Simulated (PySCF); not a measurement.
# RuN(OH)₂: relaxation and vibrations of the doublet

Where does doublet RuN(OH)₂ go from a T-shaped (ligand arrangement 1) start, is the end point a minimum, and what are its modes, charges and moments?

The runs use PySCF 2.14.0; PBE0, basis Ru def2-TZVP with ECP28, N def2-TZVP, O def2-TZVP, H def2-TZVP, scalar-relativistic core potentials, no spin–orbit coupling, density fitting.

## (1) The starting structure

6 atoms, charge 0, spin multiplicity 2.

Bond lengths: Ru1–N2 1.740 Å, Ru1–O3 1.880 Å, Ru1–O4 1.880 Å, O3–H5 0.960 Å, O4–H6 0.960 Å. Angles: N2–Ru1–O3 88.0°, N2–Ru1–O4 88.0°, O3–Ru1–O4 176.0°, Ru1–O3–H5 130.0°, Ru1–O4–H6 130.0°.

```xyz
6
charge 0 multiplicity 2
Ru    0.0000    0.0000    0.0000
N     0.0000    0.0000    1.7400
O     1.8789    0.0000    0.0656
O    -1.8789    0.0000    0.0656
H     2.4956   -0.7354    0.0871
H    -2.4956    0.7354    0.0871
```

## (2) The SCF at the typed geometry

The steps below are one call of a driver around PySCF. For each, scf.py gives the equivalent set-up of the SCF; relaxations use the driver's own optimiser. After this first run the driver tries any further starts and a stability analysis.

The input, scf.py:

```python
from pyscf import gto, scf, dft
mol = gto.M(atom='''
Ru     0.000000     0.000000     0.000000
N      0.000000     0.000000     1.740000
O      1.878900     0.000000     0.065600
O     -1.878900     0.000000     0.065600
H      2.495600    -0.735400     0.087100
H     -2.495600     0.735400     0.087100''',
    basis={'Ru': 'def2-TZVP', 'N': 'def2-TZVP', 'O': 'def2-TZVP', 'H': 'def2-TZVP'},
    ecp={'Ru': 'def2-TZVP'},
    charge=0, spin=1)
mf = dft.UKS(mol, xc='PBE0')
mf.grids.atom_grid = (50, 194)
aux = {'Ru': 'def2-universal-JKFIT', 'N': 'def2-universal-JKFIT', 'O': 'def2-universal-JKFIT', 'H': 'def2-universal-JKFIT'}
mf = mf.density_fit(auxbasis=aux)
mf.conv_tol = 1e-08
mf.diis_space = 10
mf.max_cycle = 60
mf.init_guess = 'minao'
mf.verbose = 4
mf.kernel()
```

Run with:

```sh
OMP_NUM_THREADS=4 python axn.py task.json out
```

After this run come: Relaxation: T-shaped (ligand arrangement 1) start, doublet; Hessian and properties.

Before running it: what results should come out? Wanted: minimum; geometry; wavenumbers; dipole moment; highest occupied, lowest empty level; polar-tensor charge of Ru1; zero-point energy; atomisation energy; ⟨S²⟩.

As calculated:

| quantity | value |
| --- | --- |
| minimum | doublet, C2v |
| geometry | O–H 0.961 Å (×2), Ru–N 1.570 Å, Ru–O 1.884 Å (×2); H–O–Ru 120.5° (×2), N–Ru–O 121.2° (×2), O–Ru–O 117.7° |
| wavenumbers (cm⁻¹) | 132 (b1), 159 (a1), 248 (b2), 272 (a2), 315 (b1), 640 (b2), 649 (a1), 665 (a1), 712 (b2), 1217 (a1), 3888 (b2), 3892 (a1) |
| dipole moment | 1.33 D |
| highest occupied, lowest empty level (either spin) | -7.05, -3.42 eV |
| polar-tensor charge of Ru1 | +1.35 e |
| zero-point energy | 76.5 kJ/mol |
| entropy at 298.15 K | 325.7 J/(mol K) |
| atomisation energy (no zero-point energy) | 2013 kJ/mol |
| ⟨S²⟩ | 0.768 |

**Reading.** The T-shaped (ligand arrangement 1) start (C2) ends in a minimum of C2v symmetry. In the infrared the band at 3888 cm⁻¹ (b2) leads. Most of the spin sits on Ru1 (Mulliken spin 0.92, against 1 for the whole molecule). Only this shape and spin were tried, so other structures or states may lie lower. One determinant may miss the lowest occupation of an open d or f shell.
